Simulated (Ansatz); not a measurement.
Here is an Ansatz 0.2.0 calculation.

Contents of input.yaml:

```yaml
crystal:
  lattice:
    - [4.99, 0.0, 0.0]
    - [0.0, 3.72, 0.0]
    - [0.0, 0.0, 7.03]
  atoms:
    - { symbol: Ni, position: [0.325, 0.75, 0.937], spin: 1.0 }
    - { symbol: Ni, position: [0.675, 0.25, 0.063], spin: 1.0 }
    - { symbol: Ni, position: [0.175, 0.25, 0.437], spin: 1.0 }
    - { symbol: Ni, position: [0.825, 0.75, 0.563], spin: 1.0 }
    - { symbol: Ni, position: [0.458, 0.75, 0.297], spin: 1.0 }
    - { symbol: Ni, position: [0.542, 0.25, 0.703], spin: 1.0 }
    - { symbol: Ni, position: [0.042, 0.25, 0.797], spin: 1.0 }
    - { symbol: Ni, position: [0.958, 0.75, 0.203], spin: 1.0 }
    - { symbol: Si, position: [0.786, 0.75, 0.886] }
    - { symbol: Si, position: [0.214, 0.25, 0.114] }
    - { symbol: Si, position: [0.714, 0.25, 0.386] }
    - { symbol: Si, position: [0.286, 0.75, 0.614] }
hamiltonian:
  xc: pbe
  pseudopotentials: { kind: paw }
magnetization:
  spin_polarized: true
kpoints:
  mp_grid: { grid: [6, 7, 4] }
scf:
  occupations: { method: gaussian, width: 0.011 }
output:
  forces: true
  stress: true
  eigenvalues: true
  write_density: true
  write_potential: true
  elf: true
  volumetric_format: npy
```

Potentials or basis: Ansatz PAW.

Launch:

```sh
$ ansatz run input.yaml --threads 4 --pin off --max-ram 11264MiB --backend cpu --events-out ev --progress --plain --runs-dir out
```

Predict the largest force.

0.356 eV/Å.

Predict the absolute moment.

0.16 μB per cell.

Predict the band gap on the k mesh.

none (metal or under the smearing width).

Forces in eV/Å, atoms in the order of the input:
```
Ni   0.273  0.000  0.229
Ni  -0.273  0.000 -0.229
Ni  -0.273  0.000  0.229
Ni   0.273  0.000 -0.229
Ni   0.093  0.000 -0.212
Ni  -0.093  0.000  0.212
Ni  -0.093  0.000 -0.212
Ni   0.093  0.000  0.212
Si  -0.026  0.000  0.067
Si   0.026  0.000 -0.067
Si   0.026  0.000  0.067
Si  -0.026  0.000 -0.067
```

Caveat: the starting moments weren't kept.
